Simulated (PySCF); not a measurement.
# CMgO2 (+2), a complex of two parts: interaction energy

An exercise on one series of results from a longer session: the logs are not shown, and one member is left open.

Programs: PySCF 2.14.0. All values are calculated, for the isolated system unless a continuum is named. Atoms count from 0, parts from 1.

### Starting point

4 atoms, charge 2, multiplicity 1; geometry: GFN2-xTB. Parts: 1 = atoms 0–2, `O=C=O`, charge 0; 2 = atom 3, `[Mg+2]`, charge 2.

The first run:

What the job is given:

```
{"job": {"xc": "PBE0", "basis": "def2-SVPD", "d3": "d3bj", "grid": 2, "kind": "geom", "shake": 0.01}, "charge": 2, "multiplicity": 1, "parts": [{"atoms": "0-2", "charge": 0, "multiplicity": 1}, {"atoms": "3-3", "charge": 2, "multiplicity": 1}]}
O     -1.068974    -0.163960     0.083325
C     -0.018746     0.100994    -0.055959
O      1.168893     0.238861    -0.141062
Mg     2.696138     1.297977    -0.686016
```

Launch:

```
$ OMP_NUM_THREADS=1 python cluster_run.py task.json out
```

One launch serves the whole session: the jobs run in the order shown.

Among the steps run: Relaxing the molecule at PBE0-D3(BJ)/def2-SVPD; Coupled-cluster interaction energy: CCSD(T) and MP2.

One of the session's tables, all rows but one given; the rest of the session is left out.

It belongs to the step «Coupled-cluster interaction energy: CCSD(T) and MP2». 

```
                 method  interaction energy (kcal/mol)
         HF/aug-cc-pVDZ                         -63.48
        MP2/aug-cc-pVDZ                         -60.90
       CCSD/aug-cc-pVDZ                         -62.14
    CCSD(T)/aug-cc-pVDZ                         -61.35
         HF/aug-cc-pVTZ                         -65.09
        MP2/aug-cc-pVTZ                         -62.63
    SCS-MP2/aug-cc-pVTZ                         -63.15
      MP2, extrapolated                              ?
CCSD(T), limit estimate                         -63.12
```

**Question.** Estimate the row for MP2, extrapolated.

**Answer.** interaction energy (kcal/mol): -62.68. In the column «interaction energy (kcal/mol)» it lies between CCSD(T), limit estimate (-63.12) and MP2/aug-cc-pVTZ (-62.63).

In this run the core of Mg (2s2p) is correlated, in a basis without core functions; only the other cores are frozen.

Limits of these values: The interaction energy leaves out the deformation of the parts, 2.77 kcal/mol (MP2); added to the CCSD(T) estimate it gives a binding of about -60.35 kcal/mol.
